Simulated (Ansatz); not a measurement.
# Si4H12F2: search for a transition state

Aim: find the saddle point of a ligand exchange through a proton shuttle that is to form Si1–F7, H6–F9, Si2–H8 and break Si1–Si2, H6–F7, H8–F9, prove it by its vibrations, and relax downhill on both sides to see what it joins.

Method: PBE0-D4, def2-SVP first, then def2-TZVP; program: Ansatz 0.2.0, Gaussian basis.

191 further runs of the same task are left out: 1 that didn't finish, 190 set aside as unsound or not needed.

### 1 Starting geometry

The guess: 18 atoms, charge 0, spin multiplicity 1.

Atoms are counted from 1 here; the program's logs count them from 0.

Bond lengths: Si1–Si3 2.343 Å, Si1–Si4 2.341 Å, Si1–H5 1.477 Å, Si2–H10 1.471 Å, Si2–H11 1.466 Å, Si2–H12 1.468 Å, Si3–H13 1.478 Å, Si3–H14 1.461 Å, Si3–H15 1.457 Å, Si4–H16 1.465 Å, Si4–H17 1.464 Å, Si4–H18 1.467 Å, H6–F7 0.963 Å. Angles: Si3–Si1–Si4 118.3°, Si3–Si1–H5 115.7°, Si4–Si1–H5 106.8°, H10–Si2–H11 104.5°, H10–Si2–H12 104.1°, H11–Si2–H12 107.2°, Si1–Si3–H13 104.4°, Si1–Si3–H14 113.1°, Si1–Si3–H15 112.9°, H13–Si3–H14 106.5°, H13–Si3–H15 107.1°, H14–Si3–H15 112.2°, Si1–Si4–H16 114.0°, Si1–Si4–H17 110.2°, Si1–Si4–H18 111.4°, H16–Si4–H17 107.1°, H16–Si4–H18 106.7°, H17–Si4–H18 107.2°.

Geometry (Å):

```xyz
18

Si   -0.3639   -0.4115    0.2732
Si    2.0621   -0.1663   -0.6165
Si   -1.6181    1.4984   -0.2450
Si   -0.8755   -2.4087   -0.8347
H    -0.2540   -0.7365    1.7101
H     0.1480    1.9129    2.3307
F    -0.8053    2.0462    2.3692
H     1.5146    0.6684    0.8401
F     1.5014    1.4318    1.8467
H     3.3272    0.5678   -0.4630
H     2.4534   -1.5789   -0.5940
H     1.6327    0.1421   -1.9857
H    -2.0827    1.2679   -1.6293
H    -0.8170    2.7202   -0.2745
H    -2.8052    1.6395    0.5874
H    -0.0363   -3.5413   -0.4375
H    -0.7158   -2.2407   -2.2807
H    -2.2656   -2.8114   -0.5965
```

Distances that are to change: Si1–F7 3.26 Å, H6–F9 1.52 Å, Si2–H8 1.77 Å, Si1–Si2 2.60 Å, H6–F7 0.96 Å, H8–F9 1.26 Å.

### 2 Constrained relaxation of the guess

File hold/in.yaml:

```yaml
crystal:
  periodic: [false, false, false]
  atoms:
    - {symbol: Si, position_ang: [-0.363900, -0.411500, 0.273200]}
    - {symbol: Si, position_ang: [2.062100, -0.166300, -0.616500]}
    - {symbol: Si, position_ang: [-1.618100, 1.498400, -0.245000]}
    - {symbol: Si, position_ang: [-0.875500, -2.408700, -0.834700]}
    - {symbol: H, position_ang: [-0.254000, -0.736500, 1.710100]}
    - {symbol: H, position_ang: [0.148000, 1.912900, 2.330700]}
    - {symbol: F, position_ang: [-0.805300, 2.046200, 2.369200]}
    - {symbol: H, position_ang: [1.514600, 0.668400, 0.840100]}
    - {symbol: F, position_ang: [1.501400, 1.431800, 1.846700]}
    - {symbol: H, position_ang: [3.327200, 0.567800, -0.463000]}
    - {symbol: H, position_ang: [2.453400, -1.578900, -0.594000]}
    - {symbol: H, position_ang: [1.632700, 0.142100, -1.985700]}
    - {symbol: H, position_ang: [-2.082700, 1.267900, -1.629300]}
    - {symbol: H, position_ang: [-0.817000, 2.720200, -0.274500]}
    - {symbol: H, position_ang: [-2.805200, 1.639500, 0.587400]}
    - {symbol: H, position_ang: [-0.036300, -3.541300, -0.437500]}
    - {symbol: H, position_ang: [-0.715800, -2.240700, -2.280700]}
    - {symbol: H, position_ang: [-2.265600, -2.811400, -0.596500]}
basis:
  gaussian: {orbitals: def2-SVP}
hamiltonian: {xc: pbe0, dispersion: d4}
relax: {f_tol: 0.04, max_steps: 150, escape_saddle: false, constraints: [{distance: [0, 6]}, {distance: [5, 8]}, {distance: [1, 7]}, {distance: [0, 1]}, {distance: [5, 6]}, {distance: [7, 8]}]}
```

On the command line:

```console
$ ansatz run in.yaml --threads 4 --pin off --events-out ev --progress --plain --max-ram 66560MiB --backend cuda --devices 0, --max-vram 37GiB
```

Further steps of the session: A starting Hessian; Saddle search in the small basis; Saddle search in triple zeta; Checking the order of the point; Relaxing after a step of 0.30 Å one way along the mode; Relaxing after a step of 0.30 Å the other way along the mode.

Q: Predict the outcome of this session. Wanted: imaginary mode; barrier from the start side; barrier from the end side; energy of the step; pairs that change; zero-point energy at the saddle.

The runs gave:

```
                       quantity                                                                                                                   value
                 imaginary mode                                                                                                               649i cm⁻¹
    barrier from the start side                                                                                                            174.3 kJ/mol
      barrier from the end side                                                                                                            258.9 kJ/mol
             energy of the step                                                                                                            -84.6 kJ/mol
              pairs that change  Si1–H13 formed, Si2–H8 formed, Si3–F7 formed, H6–F9 formed, Si1–Si2 broken, Si3–H13 broken, H6–F7 broken, H8–F9 broken
zero-point energy at the saddle                                                                                                                2.813 eV
```

The point has a single imaginary mode (649i cm⁻¹), as a transition state must. The two relaxations don't end on the planned structures: the search found another step. At PBE0-D4/def2-TZVP the electronic barrier is 174.3 kJ/mol, about 70 kT at 298 K, and the step runs 84.6 kJ/mol downhill. The ends are the nearest minima, not always the lowest complexes.
